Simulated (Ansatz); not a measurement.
The system is AlO2.

```
CELL_PARAMETERS angstrom
1.48816 -5.40283 0.00000
1.48816 5.40283 0.00000
0.00000 0.00000 3.64661
ATOMIC_POSITIONS crystal
Al 0.66813 0.33187 0.75000
Al 0.33187 0.66813 0.25000
O 0.06107 0.93893 0.75000
O 0.93893 0.06107 0.25000
O 0.29418 0.70582 0.75000
O 0.70582 0.29418 0.25000
```

The cell comes from a database or a generator and needn't be the stable form of this composition.

* Program: Ansatz 0.2.0
* Task: single point
* Functional: PBEsol
* Potentials or basis: Ansatz PAW
* Cutoff: 420 eV (not typed: the program's choice for these potentials)
* k mesh: 9 × 9 × 7
* Occupations: fermi-dirac, width 0.05 eV
* Spin: no spin polarisation

On this cell: pressure -5.9 GPa; largest force 0.641 eV/Å; band gap on the k mesh none (metal or under the smearing width).

The same run follows on a disturbed copy (atoms moved at random, drawn with an rms of 0.05 Å):

```xyz
6
Lattice="1.4882 -5.4028 0.0000 1.4882 5.4028 0.0000 0.0000 0.0000 3.6466" Properties=species:S:1:pos:R:3 pbc="T T T"
Al    1.4433   -1.7934    2.7968
Al    1.5185    1.8622    0.9168
O     1.5312    4.7253    2.6599
O     1.5484   -4.7429    0.8865
O     1.5208    2.2987    2.7313
O     1.4961   -2.2344    0.9177
```

Problem. What does the disturbed cell give?

Solution. The energy (extrapolated to zero smearing) moves by +25.9 meV/atom; pressure -3.4 GPa; largest force 1.683 eV/Å; band gap on the k mesh none (metal or under the smearing width).

Forces in eV/Å, atoms in the order of the input:
```
Al   1.318  0.023 -1.047
Al   0.102 -0.498  0.017
O   -0.992  1.201  0.151
O   -0.246 -0.255  0.200
O   -0.274 -0.704  0.320
O    0.092  0.233  0.359
```

Stress tensor (GPa, compression positive):
```
-4.21 -0.71  0.43
-0.71 -3.63 -0.07
 0.43 -0.07 -2.47
```

Caveats: the PAW data sets come from PBE, with cores solved anew for the run's functional, which leaves a small shift of forces and pressure.
